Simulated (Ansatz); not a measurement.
H6NOSbSi, SMILES [OH][SbH][NH][SiH3], harmonic frequencies at the relaxed geometry

Run with Ansatz's Python interface.

Script `h6nosbsi.py`:
```python
# -*- coding: utf-8 -*-
"""Harmonic frequencies of H6NOSbSi at its relaxed geometry."""

import itertools

import ansatz as az
from ase import Atoms
from ase.data import atomic_numbers, covalent_radii
from ase.thermochemistry import IdealGasThermo
import numpy as np

BASIS = "def2-SVP"
FUNCTIONAL = "b3lyp"

geometry_ang = [
    ("O", [-1.4146, 0.3824, 1.5334]),
    ("Sb", [-1.071, 1.6206, -0.0659]),
    ("N", [0.8332, 0.8324, -0.311]),
    ("Si", [0.8267, -0.9133, -0.6481]),
    ("H", [-0.8972, 0.7805, 2.2338]),
    ("H", [-1.8062, 0.5089, -1.1978]),
    ("H", [1.3756, 0.931, 0.6277]),
    ("H", [0.0868, -1.1167, -1.9248]),
    ("H", [2.1114, -1.4681, -0.7085]),
    ("H", [0.0386, -1.6088, 0.4643]),
]
system = az.Crystal.molecule()
for symbol, xyz in geometry_ang:
    system = system.atom(symbol, xyz)

calc = (
    system.calculation()
    .basis(gaussian=BASIS)
    .functional(FUNCTIONAL)
)
symbols = [site.symbol for site in system.cartesian_sites]
start = np.array([site.position_ang for site in system.cartesian_sites], dtype=float)
data = calc.relax(force_tolerance=0.003, max_steps=100).run(threads=1, pin="off").report
end = np.array(data["positions_ang"])

# pairs closer than 1.2 times the sum of covalent radii, before or after
radius = [covalent_radii[atomic_numbers[s]] for s in symbols]
span = lambda where, i, j: np.linalg.norm(where[i] - where[j])
bonded = [(i, j) for i, j in itertools.combinations(range(len(symbols)), 2) if min(span(start, i, j), span(end, i, j)) < 1.2 * (radius[i] + radius[j])]
print("pair        before    after (A)")
for i, j in bonded:
    print(f"{symbols[i]}{i}-{symbols[j]}{j}".ljust(10), f"{span(start, i, j):8.4f} {span(end, i, j):8.4f}")

# same settings at the minimum
minimum = az.Crystal.molecule()
for symbol, place in zip(symbols, end):
    minimum = minimum.atom(symbol, place.tolist())
vibrating = minimum.calculation()
vibrating = vibrating.basis(gaussian=BASIS).functional(FUNCTIONAL)
vibrating = vibrating.phonons(temperatures=(100, 500, 100))
vib = vibrating.run(threads=1, pin="off").report["vibrations"]
sums = vib["harmonic_sums"]
modes = [m["omega_inv_cm"] for m in sums["modes_at_gamma"] if m["rigid_motion"] == "no"]
for number, w in enumerate(modes, start=1):
    print(f"mode {number:2d} {w:9.1f} 1/cm {w / 8065.544 * 1000:8.2f} meV")
print("imaginary modes:", sum(w < 0 for w in modes), " zero-point energy:", round(sums["zero_point_energy_ev"], 4), "eV")
# rigid rotor and ideal gas, symmetry number taken as one
gas = IdealGasThermo(vib_energies=[w / 8065.544 for w in modes if w > 0], geometry="linear" if len(modes) == 3 * len(symbols) - 5 else "nonlinear",
                     atoms=Atoms(symbols, positions=end), symmetrynumber=1, spin=0.0)
print(f"H(298 K) - E = {gas.get_enthalpy(298.15, verbose=False):.4f} eV")
print(f"S(298 K, 1 bar) = {96485.33 * gas.get_entropy(298.15, 1e5, verbose=False):.1f} J/(mol K) with symmetry number 1")
```

```console
$ python h6nosbsi.py
pair        before    after (A)
O0-Sb1       2.0516   2.0169
O0-H4        0.9575   0.9683
Sb1-N2       2.0754   2.0575
Sb1-H5       1.7486   1.7221
N2-Si3       1.7780   1.7477
N2-H6        1.0886   1.0192
Si3-H7       1.4896   1.4895
Si3-H8       1.4007   1.4964
Si3-H9       1.5304   1.4968
mode  1      52.8 1/cm     6.54 meV
mode  2     101.1 1/cm    12.54 meV
mode  3     160.8 1/cm    19.94 meV
mode  4     219.7 1/cm    27.24 meV
mode  5     281.9 1/cm    34.95 meV
mode  6     402.9 1/cm    49.95 meV
mode  7     479.1 1/cm    59.40 meV
mode  8     579.7 1/cm    71.88 meV
mode  9     635.5 1/cm    78.79 meV
mode 10     704.5 1/cm    87.35 meV
mode 11     709.1 1/cm    87.92 meV
mode 12     771.1 1/cm    95.61 meV
mode 13     862.0 1/cm   106.87 meV
mode 14     915.3 1/cm   113.49 meV
mode 15     932.1 1/cm   115.57 meV
mode 16     970.8 1/cm   120.36 meV
mode 17     997.1 1/cm   123.63 meV
mode 18    1160.9 1/cm   143.94 meV
mode 19    1930.0 1/cm   239.28 meV
mode 20    2186.0 1/cm   271.02 meV
mode 21    2199.7 1/cm   272.72 meV
mode 22    2237.8 1/cm   277.46 meV
mode 23    3559.8 1/cm   441.36 meV
mode 24    3808.8 1/cm   472.23 meV
imaginary modes: 0  zero-point energy: 1.665 eV
H(298 K) - E = 1.8926 eV
S(298 K, 1 bar) = 366.3 J/(mol K) with symmetry number 1
```

What to keep in mind:
- The frequencies are harmonic and unscaled, in a modest basis.
- def2 sets replace the cores of elements past krypton by effective core potentials.
- b3lyp holds the VWN-RPA fit, as in Gaussian; the form of ORCA and Turbomole is b3lyp5.
- The entropy takes a symmetry number of 1; a symmetric molecule's is lower by R ln(sigma).
- Run time: 4.7 min on 1 thread of Arm Neoverse V2 (shared host), peak memory 0.36 GiB.
